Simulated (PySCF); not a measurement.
# C2H6Se (SeMe2): the cost of one run

Computed with PySCF 2.14.0 and routines of our own; the level stands in each step. Atoms count from 0.

### 1 The system as given

9 atoms, charge 0, multiplicity 1; geometry from: GFN2-xTB.

### 2 NMR shieldings: PBE0/pcSseg-1 Se:us-x2c-TZVPall-2c, spin–orbit

The job: settings as JSON, then the geometry in Å.

```
{"job": {"xc": "PBE0", "basis": {"default": "pcSseg-1", "Se": "us-x2c-TZVPall-2c"}, "rel": "so", "kind": "hnmr"}, "charge": 0, "multiplicity": 1}
Se    -0.000170    -0.000900    -1.301860
C      1.460270    -0.014980    -0.006060
H      1.395910    -0.918220     0.596060
H      1.389050     0.869340     0.623050
H      2.394000    -0.003240    -0.560630
C     -1.460380     0.015350    -0.006030
H     -1.399280     0.920840     0.593370
H     -1.386750    -0.867120     0.625100
H     -2.392660    -0.001060    -0.563000
```

Level: PBE0/pcSseg-1 Se:us-x2c-TZVPall-2c GIAO NMR shielding, X2C with spin-orbit coupling, screened-nuclear two-electron part, Gaussian nuclei, gas phase.

Run with:

```console
$ OMP_NUM_THREADS=1 python heavy_run.py task.json out
```

One launch serves the whole session: the jobs run in the order shown.

**Question.** How long does this first job take on 1 thread of Arm Neoverse V2, shared host, and how much memory does it need?

About 31 s, with a peak of 0.88 GiB.
